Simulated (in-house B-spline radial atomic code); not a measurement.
**Pb⁷⁺: excited configurations**

How much energy does it take to promote electrons of Pb⁷⁺ to other shells? Each configuration is solved by itself and compared with the reference.

Program: in-house B-spline radial atomic code version 1. Level of theory: Dirac-Hartree-Fock, average of configuration, Fermi nucleus, basis-set limit. These are calculated values, not measurements, unless marked.

### 1 Starting point

```
element       : lead (Z = 82)
charge        : +7
electrons     : 75
configuration : [Xe] 4f14 5d7
Hamiltonian   : Dirac-Coulomb
nucleus       : Fermi, rms radius 5.501 fm
```

Outer shells as boxes (Hund's rule):

[Xe] 4f14 5d7
```
[Xe] core
4f [↑↓][↑↓][↑↓][↑↓][↑↓][↑↓][↑↓]
5d [↑↓][↑↓][↑ ][↑ ][↑ ]
```

The boxes draw the filling by Hund's rule, which heavy ions in jj coupling don't follow; these runs average over all states of the configuration.

Settings, as recorded:

```ini
Z = 82
electrons = 75.0
configuration = [Xe] 4f14 5d7
hamiltonian = dirac
method = hf
spin_polarised = False
nucleus = fermi
rms_radius = 5.5012
mass_number = 208
atomic_mass = 207.976652005
speed_of_light = 137.035999084
```

The reference is known from an earlier run: -20900.979415 hartree in all. Up to eight levels, counted from the top:

```tsv
orbital	occupation	energy (eV)	<r> (bohr)
4d5/2	6	-537.51	0.4344
5s1/2	2	-264.00	0.8537
4f5/2	6	-261.79	0.4472
4f7/2	8	-256.57	0.4532
5p1/2	2	-216.37	0.9037
5p3/2	4	-192.21	0.9791
5d3/2	2.8	-124.00	1.147
5d5/2	4.2	-120.78	1.177
```

### 2 Run with [Xe] 4f13 5d7 6d1

Settings, as recorded:

```ini
Z = 82
electrons = 75.0
configuration = [Xe] 4f13 5d7 6d1
hamiltonian = dirac
method = hf
spin_polarised = False
nucleus = fermi
rms_radius = 5.5012
mass_number = 208
atomic_mass = 207.976652005
speed_of_light = 137.035999084
```

### 3 Configuration [Kr] 4d9 4f14 5s2 5p6 5d7 6d1

Changes to the settings of step 2:

```diff
@@ -2,3 +2,3 @@
 electrons = 75.0
-configuration = [Xe] 4f13 5d7 6d1
+configuration = [Kr] 4d9 4f14 5s2 5p6 5d7 6d1
 hamiltonian = dirac
```

### 4 Run with [Kr] 4d9 4f14 5s2 5p6 5d7 7s1

Changes to the settings of step 3:

```diff
@@ -2,3 +2,3 @@
 electrons = 75.0
-configuration = [Kr] 4d9 4f14 5s2 5p6 5d7 6d1
+configuration = [Kr] 4d9 4f14 5s2 5p6 5d7 7s1
 hamiltonian = dirac
```

### 5 [Kr] 4d9 4f14 5s2 5p6 5d7 8p1

Changes to the settings of step 4:

```diff
@@ -2,3 +2,3 @@
 electrons = 75.0
-configuration = [Kr] 4d9 4f14 5s2 5p6 5d7 7s1
+configuration = [Kr] 4d9 4f14 5s2 5p6 5d7 8p1
 hamiltonian = dirac
```

### 6 Configuration [Kr] 4d9 4f14 5s2 5p6 5d8

Changes to the settings of step 5:

```diff
@@ -2,3 +2,3 @@
 electrons = 75.0
-configuration = [Kr] 4d9 4f14 5s2 5p6 5d7 8p1
+configuration = [Kr] 4d9 4f14 5s2 5p6 5d8
 hamiltonian = dirac
```

### 7 Configuration [Xe] 4f14 5d6 9s1

Changes to the settings of step 6:

```diff
@@ -2,3 +2,3 @@
 electrons = 75.0
-configuration = [Kr] 4d9 4f14 5s2 5p6 5d8
+configuration = [Xe] 4f14 5d6 9s1
 hamiltonian = dirac
```

How far above the reference does each configuration lie (order and size, in eV)?

**Answer**, as computed:

| net move | configuration | energy above the reference (eV) | with Breit, QED, recoil (eV) | largest <r> (bohr) |
| --- | --- | --- | --- | --- |
| 5d → 9s | [Xe] 4f14 5d6 9s1 | 97.880 | 97.887 | 7.07 |
| 4f → 6d | [Xe] 4f13 5d7 6d1 | 191.74 | 192.04 | 2.58 |
| 4d → 5d | [Kr] 4d9 4f14 5s2 5p6 5d8 | 413.37 | 412.96 | 1.16 |
| 4d → 6d | [Kr] 4d9 4f14 5s2 5p6 5d7 6d1 | 479.41 | 478.99 | 2.58 |
| 4d → 7s | [Kr] 4d9 4f14 5s2 5p6 5d7 7s1 | 485.14 | 484.77 | 3.19 |
| 4d → 8p | [Kr] 4d9 4f14 5s2 5p6 5d7 8p1 | 507.62 | 507.20 | 5.48 |

Quantum defects of the promoted electron, δ = n − ζ/√(−2ε) with ζ = 8 and ε its orbital energy in hartree:

| promotion | δ |
| --- | --- |
| 5d → 9s | 2.878 |
| 4f → 6d | 2.127 |
| 4d → 6d | 2.128 |
| 4d → 7s | 2.921 |
| 4d → 8p | 2.599 |

What this shows: The lowest of them is 5d → 9s at 97.880 eV and the highest 4d → 8p at 507.62 eV. Koopmans' estimate of the ionisation threshold is 120.78 eV; 5 configurations exceed it by over 2 % and could autoionise. Of those tabulated, the defect is largest for 7s (2.92) and least for 6d (2.13): low angular momentum penetrates the core, high angular momentum stays outside it. Two partly filled shells share a symmetry and can mix in the average, which may lower the energy, for: 4f → 6d; 4d → 5d; 4d → 6d; 4d → 7s; 4d → 8p. These are averages over configurations, without correlation, not spectroscopic levels.
